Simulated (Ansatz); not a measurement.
# SiMo3: single point with PBEsol

The system is SiMo3.

```
Mo Si
1.0
     4.88900    0.00000    0.00000
     0.00000    4.88900    0.00000
     0.00000    0.00000    4.88900
Mo Si
6 2
Direct
  0.00000 0.50000 0.25000
  0.00000 0.50000 0.75000
  0.50000 0.25000 0.00000
  0.75000 0.00000 0.50000
  0.50000 0.75000 0.00000
  0.25000 0.00000 0.50000
  0.50000 0.50000 0.50000
  0.00000 0.00000 0.00000
```

- Program: Ansatz 0.2.0
- Task: single point
- Functional: PBEsol
- Potentials or basis: JTH PAW
- Cutoff: 1800 eV (not typed: the program's choice for these potentials)
- k mesh: 6 × 6 × 6
- Occupations: fermi-dirac, width 0.05 eV
- Spin: no spin polarisation

```json
{
  "Pressure": "-4.0 GPa",
  "Band gap on the k mesh": "none (metal or under the smearing width)"
}
```

Levels at points of the mesh, in eV from the Fermi level:
| k point | band 43 | band 44 | band 45 | band 46 | band 47 | band 48 | band 49 | band 50 |
| --- | --- | --- | --- | --- | --- | --- | --- | --- |
| (0.00, 0.00, 0.00) | -1.57 | -1.57 | 1.24 | 1.24 | 1.24 | 2.02 | 2.37 | 2.37 |
| (0.00, 0.00, -0.50) | -1.72 | -1.72 | 0.24 | 0.24 | 0.93 | 0.93 | 1.51 | 1.51 |
| (0.00, -0.50, -0.50) | -1.12 | -0.88 | -0.88 | -0.80 | -0.70 | -0.51 | -0.11 | 0.24 |
| (-0.50, -0.50, -0.50) | -1.21 | -1.21 | -1.21 | -1.21 | -1.21 | -1.21 | 1.27 | 1.27 |

Run time: 21 s on 4 threads of Arm Neoverse V1, on a shared host, peak memory 2.2 GiB.
